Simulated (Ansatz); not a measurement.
# C2H6O3Si: up Jacob's ladder to CCSD(T)

One table from this session's results is given with a row withheld; the runs are named, their logs left out.

Method: functionals in def2-TZVPP, the program's frozen cores in correlated methods; program: Ansatz 0.2.0, Gaussian basis.

Plan: PBE-D4, r2SCAN-D4, PBE0-D4, B3LYP-D4, ωB97X-V, ωB97M-V, B2PLYP; CCSD(T)/def2-TZVPP; MP2/def2-QZVPP; extrapolation to the limit.

## The relaxed structure

An earlier PBE0-D4 in a triple-zeta def2 set relaxation fixed the geometry.

SMILES `O=CC(O)[SiH2]O`, 12 atoms, charge 0, spin multiplicity 1.

Atoms are counted from 1 here; the program's logs count them from 0.

Bond lengths: O1–C2 1.208 Å, C2–C3 1.478 Å, C2–H7 1.107 Å, C3–O4 1.409 Å, C3–Si5 1.915 Å, C3–H8 1.100 Å, O4–H9 0.972 Å, Si5–O6 1.638 Å, Si5–H10 1.486 Å, Si5–H11 1.482 Å, O6–H12 0.961 Å. Angles: O1–C2–C3 121.5°, O1–C2–H7 121.6°, C3–C2–H7 116.8°, C2–C3–O4 111.5°, C2–C3–Si5 112.7°, C2–C3–H8 108.8°, O4–C3–Si5 104.3°, O4–C3–H8 111.2°, Si5–C3–H8 108.3°, C3–O4–H9 105.0°, C3–Si5–O6 106.6°, C3–Si5–H10 106.6°, C3–Si5–H11 112.4°, O6–Si5–H10 112.9°, O6–Si5–H11 107.3°, H10–Si5–H11 111.0°, Si5–O6–H12 114.6°.

The first run:

The input, in.yaml:

```yaml
crystal:
  periodic: [false, false, false]
  atoms:
    - {symbol: O, position_ang: [1.215540, -1.512867, 1.628537]}
    - {symbol: C, position_ang: [0.735902, -1.477280, 0.520490]}
    - {symbol: C, position_ang: [-0.359143, -0.544659, 0.182119]}
    - {symbol: O, position_ang: [-0.833670, 0.131474, 1.323330]}
    - {symbol: Si, position_ang: [0.201191, 0.856283, -0.997594]}
    - {symbol: O, position_ang: [-1.030547, 1.934723, -1.062486]}
    - {symbol: H, position_ang: [1.108293, -2.127402, -0.294085]}
    - {symbol: H, position_ang: [-1.166245, -1.108056, -0.309882]}
    - {symbol: H, position_ang: [-0.256000, -0.161958, 2.047923]}
    - {symbol: H, position_ang: [1.442188, 1.430137, -0.415659]}
    - {symbol: H, position_ang: [0.436210, 0.371855, -2.378701]}
    - {symbol: H, position_ang: [-1.416819, 2.152748, -0.209793]}
basis:
  gaussian: {orbitals: def2-TZVPP}
hamiltonian: {xc: pbe, dispersion: d4}
output: {forces: true, orbitals: {seedname: orbitals}}
```

Launch:

```
$ ansatz run in.yaml --threads 4 --pin off --events-out ev --progress --plain --max-ram 10444MiB
```

Steps of the session up to this table: PBE-D4 (GGA); r2SCAN-D4 (meta-GGA); PBE0-D4 (hybrid); B3LYP-D4 (hybrid); ωB97X-V (range-separated); ωB97M-V (range-separated); B2PLYP (double hybrid); CCSD(T) in def2-TZVPP; MP2 in def2-QZVPP.

One of the session's tables, all rows but one given; the rest of the session is left out.

It belongs to the step «Atomisation energies». 

| method | atomisation energy (kcal/mol) |
| --- | --- |
| PBE-D4 | 1152.5 |
| r2SCAN-D4 | 1127.3 |
| PBE0-D4 | 1120.7 |
| B3LYP-D4 | 1120.3 |
| ωB97X-V | 1126.3 |
| ωB97M-V | 1127.2 |
| B2PLYP | 1110.6 |
| HF/def2-TZVPP | ? |
| MP2/def2-TZVPP | 1121.4 |
| CCSD/def2-TZVPP | 1072.0 |
| CCSD(T)/def2-TZVPP | 1092.4 |
| MP2/CBS | 1154.6 |
| CCSD(T)/CBS | 1125.5 |

**Question.** Estimate the row for HF/def2-TZVPP.

The run gave: atomisation energy (kcal/mol): 780.3. In the column «atomisation energy (kcal/mol)» it is the lowest.
